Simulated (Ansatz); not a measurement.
# H4C: the cost of one run

Program: Ansatz 0.2.0. Level of theory: DFT PBE+D3(BJ), plane waves, PAW, scalar-relativistic, no spin polarisation. These are calculated values, not measurements.

## (1) Starting point

The cell holds 40 atoms (C8H32): a = 7.958 Å, b = 7.958 Å, c = 7.958 Å, α = 90.00°, β = 90.00°, γ = 90.00°.

Its coordinates follow in the input file.

## (2) Preparing the start

input.yaml

```yaml
accuracy: low
crystal:
  lattice:
    - [7.958114, 0.0, 0.0]
    - [0.0, 7.958114, 0.0]
    - [0.0, 0.0, 7.958114]
  atoms:
    - { symbol: C, position: [0.2997756, 0.6030821, 0.6698954] }
    - { symbol: H, position: [0.2039356, 0.5645123, 0.5800316] }
    - { symbol: H, position: [0.3902061, 0.5016243, 0.6865408] }
    - { symbol: H, position: [0.2407539, 0.6317877, 0.7900656] }
    - { symbol: H, position: [0.3642067, 0.7144041, 0.6229436] }
    - { symbol: C, position: [0.8385281, 0.1049906, 0.7843043] }
    - { symbol: H, position: [0.9099808, 0.1943775, 0.8594904] }
    - { symbol: H, position: [0.7677848, 0.0219875, 0.867095] }
    - { symbol: H, position: [0.9244509, 0.0307424, 0.7077999] }
    - { symbol: H, position: [0.7518961, 0.1728551, 0.7028319] }
    - { symbol: C, position: [0.6730878, 0.7358283, 0.0393409] }
    - { symbol: H, position: [0.7893715, 0.8081231, 0.0392676] }
    - { symbol: H, position: [0.5713864, 0.8130173, 0.0888091] }
    - { symbol: H, position: [0.6884519, 0.624751, 0.1179171] }
    - { symbol: H, position: [0.6431415, 0.6974217, -0.0886301] }
    - { symbol: C, position: [0.5088301, 0.4754108, 0.3209985] }
    - { symbol: H, position: [0.5288381, 0.3727418, 0.4093569] }
    - { symbol: H, position: [0.454604, 0.426157, 0.2053178] }
    - { symbol: H, position: [0.6285835, 0.5357069, 0.2932144] }
    - { symbol: H, position: [0.423295, 0.5670374, 0.3761051] }
    - { symbol: C, position: [0.2104182, 0.8904332, 0.1015627] }
    - { symbol: H, position: [0.1764616, 0.778159, 0.0309235] }
    - { symbol: H, position: [0.3255591, 0.8670354, 0.171873] }
    - { symbol: H, position: [0.1094439, 0.921927, 0.1885155] }
    - { symbol: H, position: [0.230208, 0.9946115, 0.0149388] }
    - { symbol: C, position: [0.9037247, 0.6423626, 0.7945298] }
    - { symbol: H, position: [0.8476995, 0.51743, 0.7957323] }
    - { symbol: H, position: [0.9689856, 0.6642588, 0.9128937] }
    - { symbol: H, position: [0.805412, 0.7363194, 0.7785554] }
    - { symbol: H, position: [0.9928017, 0.6514424, 0.6909379] }
    - { symbol: C, position: [0.5260489, 0.2723839, 0.8445661] }
    - { symbol: H, position: [0.6248158, 0.2551522, 0.9378216] }
    - { symbol: H, position: [0.4435422, 0.1631087, 0.8447426] }
    - { symbol: H, position: [0.5823526, 0.2868627, 0.7205956] }
    - { symbol: H, position: [0.4534848, 0.384412, 0.8751047] }
    - { symbol: C, position: [0.6823918, 0.1776653, 0.2466856] }
    - { symbol: H, position: [0.7892811, 0.2582263, 0.2755479] }
    - { symbol: H, position: [0.6186175, 0.1431011, 0.3628174] }
    - { symbol: H, position: [0.726317, 0.0645134, 0.1833163] }
    - { symbol: H, position: [0.5953515, 0.2448204, 0.1650606] }
basis:
  ecutwfc: 420.0
kpoints:
  mp_grid: { grid: [1, 1, 1] }
hamiltonian:
  xc: pbe
  dispersion: d3bj
scf:
  occupations: { method: fermi_dirac, width: 0.05 }
  lower_state_search: "off"
relax:
  f_tol: 0.3
  max_steps: 15
  adjacent_minimum: "off"
output:
  write_density: true
  write_potential: true
  elf: true
  volumetric_format: npy
```

On the command line:

```bash
ansatz run input.yaml --threads 1 --pin off --max-ram 3072MiB --backend cpu --events-out ev --progress --plain --runs-dir out
```

Q: Estimate wall time and peak memory on 1 thread of AMD EPYC 7R43 (Zen 3), shared host.

About 16 s, with a peak of 0.51 GiB.
